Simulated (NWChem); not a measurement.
**BH3Se (SMILES B[SeH]): a first try and a second**

Wanted: the charge distribution of BH3Se, M08-HX/6-311+G**/LANL2DZ (core potential).

Program for the calculation: NWChem 7.3.0.

2 further runs of the same task are left out: 2 set aside as unsound or not needed.

### Step 1. The molecule

BH3Se: 5 atoms, total charge 0, spin state singlet. As SMILES, `B[SeH]`. The coordinates come from a PBE0-D4/def2-TZVP relaxation.

Bond lengths: B1–Se2 1.899 Å, B1–H3 1.189 Å, B1–H4 1.191 Å, Se2–H5 1.470 Å. Angles: B1–Se2–H5 97.7°, Se2–B1–H3 121.0°, Se2–B1–H4 115.7°, H3–B1–H4 123.2°.

### Step 2. Try one

Input file bh3se.nw:

```
start bh3se
title "BH3Se properties"
memory stack 880 mb heap 220 mb global 1100 mb
geometry units angstroms noautosym nocenter noautoz
  B   -0.21694056  -1.20564527   0.08201411
  Se   1.95643346   1.62610933  -0.27741180
  H   -2.44341588  -0.94467409   0.23697166
  H    0.79670853  -3.21423517   0.13870590
  H    0.00151178   3.59955032  -0.25870351
end
basis spherical bse
  * library 6-311+G** except Se
  Se library LANL2DZ
end
ecp bse
  Se library LANL2DZ
end
dft
  xc m08-hx
  mult 1
  grid medium
  direct
  maxiter 100
  print low
end
property
  dipole
  octupole
  esp
  mulliken
end
task dft property
```

Command:

```bash
nwchem bh3se.nw > bh3se.out
```

The program printed:

```text
[...]
 d= 0,ls=0.0,diis     1    -35.0809268092 -4.51D+01  5.11D-02  4.62D-01     0.5
[...]
 d= 0,ls=0.0,diis    13    -35.3213964445 -1.13D-08  1.82D-06  1.13D-09     4.2
         Total DFT energy =      -35.321396444496
      One electron energy =      -68.589534939775
           Coulomb energy =       29.656027432872
    Exchange-Corr. energy =       -6.426045496168
 Nuclear repulsion energy =       10.038156558576
[...]
   Dipole moment        1.9782597933 Debye(s)
             DMX       -0.9608740375 DMXEFC        0.0000000000
             DMY       -1.7187175908 DMYEFC        0.0000000000
             DMZ        0.1903752531 DMZEFC        0.0000000000
   -EFC- dipole         0.0000000000 DEBYE(S)
   Total dipole         1.9782597933 DEBYE(S)
[...]
```

It took 4.8 s on 1 thread of INTEL XEON PLATINUM 8581C at 2.30GHz (Emerald Rapids), shared host; peak memory 0.11 GiB.

### Step 3. Diagnosis

The run finished; that doesn't make the result usable.

The cause is that the coordinates are read in the wrong unit, so the molecule is scaled by the ratio of bohr to ångström. As the program read them, the closest atoms are 2.25 Å apart, against 1.19 Å in the sound input.

### Step 4. Second attempt

Input file bh3se.nw:

```
start bh3se
title "BH3Se properties"
memory 2200 mb
geometry units au noautosym nocenter noautoz
   B  -0.21694056 -1.20564527  0.08201411
   Se  1.95643346  1.62610933 -0.27741180
   H  -2.44341588 -0.94467409  0.23697166
   H   0.79670853 -3.21423517  0.13870590
   H   0.00151178  3.59955032 -0.25870351
end
basis spherical bse
   * library 6-311+G** except Se
   Se library LANL2DZ
end
ecp bse
   Se library LANL2DZ
end
dft
   xc m08-hx
   mult 1
   grid medium
   direct
   iterations 150
   print medium
end
property
   dipole
   octupole
   esp
   mulliken
   moldenfile
   molden_norm janpa
end
task dft property
```

Command:

```bash
nwchem bh3se.nw > bh3se.out
```

The program printed:

```text
[...]
          Wavefunction type:  closed shell.
          No. of atoms     :     5
          No. of electrons :    14
[...]
          Charge           :     0
          Spin multiplicity:     1
[...]
          AO basis - number of functions:    48
[...]
              XC Information
              --------------
                       M08-HX Method XC Functional
                     Hartree-Fock (Exact) Exchange  0.522
                        M08-HX gradient correction  1.000
                      M08-HX Correlation Potential  1.000
[...]
 d= 0,ls=0.0,diis     1    -35.8458050911 -5.48D+01  8.18D-03  1.05D-01     0.5
[...]
 d= 0,ls=0.0,diis     7    -35.8682034391 -4.36D-08  3.75D-06  9.84D-09     3.0
         Total DFT energy =      -35.868203439088
      One electron energy =      -86.704333162198
           Coulomb energy =       38.991989906414
    Exchange-Corr. energy =       -7.125225509479
 Nuclear repulsion energy =       18.969365326175
[...]
   Dipole moment        0.8541169649 Debye(s)
             DMX       -0.7149035532 DMXEFC        0.0000000000
             DMY        0.4667446847 DMYEFC        0.0000000000
             DMZ        0.0240436845 DMZEFC        0.0000000000
   -EFC- dipole         0.0000000000 DEBYE(S)
   Total dipole         0.8541169649 DEBYE(S)
[...]
```

It took 3.6 s on 1 thread of INTEL XEON PLATINUM 8581C at 2.30GHz (Emerald Rapids), shared host; peak memory 0.12 GiB.

### Step 5. Outcome

At M08-HX/6-311+G**/LANL2DZ (core potential):

```
     quantity         value
 total energy  -35.86820 Eh
dipole moment        0.85 D
  HOMO energy      -8.94 eV
  LUMO energy      -0.76 eV
HOMO–LUMO gap       8.18 eV
```

**Reading.** The first attempt's energy was +14.879 eV off this one.
